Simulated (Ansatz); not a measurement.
# Ti2Co: properties at the relaxed cell

An exercise on one series of results from a longer session: the logs are not shown, and one member is left open.

Method: DFT PBEsol, scalar-relativistic, plane waves, PAW, in Ansatz 0.2.0.

2 further runs of the same task are left out: 2 set aside as unsound or not needed.

### The structure to begin with

Symmetry: Fd-3m, No. 227, cubic system. Conventional cell: a = 6.979 Å, b = 6.979 Å, c = 6.979 Å, α = 90.00°, β = 90.00°, γ = 90.00°. Ti (site symmetry -3m) is surrounded by 6 Ti at 2.47 Å. Co (site symmetry -43m) has 12 Ti at 2.89 Å and 4 Co at 3.02 Å as nearest neighbours.

Coordinates:

```
CELL_PARAMETERS angstrom
0.00000 3.48951 3.48951
3.48951 0.00000 3.48951
3.48951 3.48951 0.00000
ATOMIC_POSITIONS crystal
Ti 0.12500 0.12500 0.12500
Ti 0.62500 0.12500 0.12500
Ti 0.12500 0.12500 0.62500
Ti 0.12500 0.62500 0.12500
Co 0.50000 0.50000 0.50000
Co 0.75000 0.75000 0.75000
```

It is the result of an earlier relaxation at this level (volume 14.16 Å³/atom; gap on the mesh: none (metal), site moments up to 1.0 μB).

Set-up of the first run:

Contents of input.yaml:

```yaml
crystal:
  lattice:
    - [0.0, 3.4895131138, 3.4895131138]
    - [3.4895131138, 0.0, 3.4895131138]
    - [3.4895131138, 3.4895131138, 0.0]
  atoms:
    - { symbol: Ti, position: [0.125, 0.125, 0.125] }
    - { symbol: Ti, position: [0.625, 0.125, 0.125] }
    - { symbol: Ti, position: [0.125, 0.125, 0.625] }
    - { symbol: Ti, position: [0.125, 0.625, 0.125] }
    - { symbol: Co, position: [0.5, 0.5, 0.5], spin: 1.11 }
    - { symbol: Co, position: [0.75, 0.75, 0.75], spin: 1.11 }
basis:
  ecutwfc: 420
kpoints:
  mp_grid: { grid: [10, 10, 10] }
  band_path:
    path:
      - [[0.0, 0.0, 0.0], [0.5, 0.0, 0.5], [0.625, 0.25, 0.625]]
      - [[0.375, 0.375, 0.75], [0.0, 0.0, 0.0], [0.5, 0.5, 0.5], [0.5, 0.25, 0.75], [0.5, 0.0, 0.5]]
    npoints: 14
hamiltonian:
  xc: pbesol
scf:
  occupations: { method: gaussian, width: 0.1 }
  n_extra_bands: 15
output:
  forces: true
  stress: true
  eigenvalues: true
  populations: true
  dos: { projected: true, de: 0.02, nscf_kmesh: { grid: [15, 15, 15] } }
  bader: true
  write_density: true
  write_potential: true
  elf: true
  volumetric_format: npy
magnetization:
  spin_polarized: true
checkpoint:
  read: start.run
  write: ck
  compress: false
  write_wavefunctions: false
  write_every: 100000
```

On the command line:

```
ansatz run input.yaml --threads 1 --pin off --max-ram 2560MiB --backend cpu --events-out ev --progress --plain --runs-dir out
```

Steps of the session up to this table: Bands, states and charges; Back to the database's cell; Point at V/V0 = 0.97; Volume × 1.03; The cell scaled to 0.94 of its volume; Volume × 1.06; Volume × 0.91; Point at V/V0 = 1.10; Point at V/V0 = 0.88.

One table of the session follows, with a row left open; its other results are not shown here.

```
volume (Å³/atom)  energy above the lowest point (meV/atom)  pressure (GPa)  largest moment (μB)
          12.464                                      91.3           19.56                 0.46
          12.889                                      48.0           13.38                 0.60
          13.314                                         ?               ?                    ?
          13.739                                       4.6            3.72                 0.87
          14.164                                       0.0            0.00                 1.01
          14.588                                       4.4           -3.19                 1.14
          15.013                                      16.7           -5.94                 1.25
          15.580                                      43.5           -9.04                 1.37
```

**Question.** Estimate the row for volume (Å³/atom) = 13.314.

Worked estimate for «energy above the lowest point (meV/atom)». A straight line through the neighbours (12.889, 48.0) and (13.739, 4.6) gives 48.0 + (4.6 − 48.0) × (13.314 − 12.889) / (13.739 − 12.889) = 26.3; a parabola fitted to 4 rows on both sides gives 19.8.

**Answer.** energy above the lowest point (meV/atom): 19.9; pressure (GPa): 8.14; largest moment (μB): 0.73. In «energy above the lowest point (meV/atom)» the line misses by +6.4 and the parabola by -0.1.

Caveats from the session: Warnings in the runs' records: stability check not made.
